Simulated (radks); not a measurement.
# Ca inside a hard spherical wall

The task here is to estimate one member of a computed series from the others.

Method: scalar-relativistic Kohn-Sham, LDA (Slater exchange, VWN5 correlation), spin-unpolarised, spherical densities, point nucleus. Code: radks (a radial shooting solver on a logarithmic mesh, Libxc functionals) version 1.

### The system

| Property | Result |
| --- | --- |
| element | calcium (Z = 20) |
| charge | 0 |
| electrons | 20 |
| configuration | [Ar] 4s2 |

The outer shells:

Ca
```
[Ar] core
4s [↑↓]
```

The first run:

The run's settings:

```text
Z 20
configuration [Ar] 4s2 3d0 4p0 5s0
relativity scalar-relativistic
functional lda,vwn5
spin unpolarised
nucleus point
c 137.035999084
```

Command:

```sh
> python run_ks.py task.json out
```

The same process makes all the runs of this session.

Steps of the session up to this table: The free atom; Wall at 15 bohr; Wall at 10 bohr; Wall at 8 bohr; Wall at 7 bohr; Wall at 6 bohr; Wall at 5 bohr; Wall at 4 bohr; Wall at 3.5 bohr; Wall at 2.5 bohr.

One of the session's tables, all rows but one given; the rest of the session is left out.

| R (bohr) | E − E(free) (eV) | ε(4s) (eV) | ε(3d, empty) (eV) | ε(4p, empty) (eV) | ε(5s, empty) (eV) |
| --- | --- | --- | --- | --- | --- |
| free | 0.000 | -3.863 | -2.136 | -1.437 | -0.083 |
| 15 | 0.000 | -3.861 | -2.134 | -1.429 | 0.346 |
| 10 | 0.058 | -3.745 | -1.995 | -1.170 | 2.345 |
| 8 | ? | ? | ? | ? | ? |
| 7 | 1.012 | -2.693 | -0.975 | 0.522 | 9.246 |
| 6 | 2.580 | -1.395 | 0.025 | 2.405 | 15.654 |
| 5 | 6.741 | 1.535 | 1.843 | 6.400 | 28.060 |
| 4 | 19.110 | 9.098 | 5.533 | 15.971 | 54.972 |
| 3.5 | 34.357 | 17.526 | 9.088 | 25.975 | 80.978 |
| 2.5 | 142.78 | 67.453 | 27.594 | 80.070 | 207.95 |

Q: Estimate the row for R (bohr) = 8 from the others.

Worked estimate for «E − E(free) (eV)». A straight line through the neighbours (10, 0.058) and (7, 1.012) gives 0.058 + (1.012 − 0.058) × (8 − 10) / (7 − 10) = 0.694; a parabola fitted to 4 rows on both sides gives 0.796.

**Answer.** E − E(free) (eV): 0.396; ε(4s) (eV): -3.307; ε(3d, empty) (eV): -1.534; ε(4p, empty) (eV): -0.425; ε(5s, empty) (eV): 5.685. In «E − E(free) (eV)» the line misses by +0.298 and the parabola by +0.400. Between these rows the values bend or scatter more than so simple an estimate can follow.

From R = 5 bohr inwards the highest occupied level lies above zero, pushed up by confinement. Shells are not refilled when levels cross, and a hard wall is a model, not a crystal.
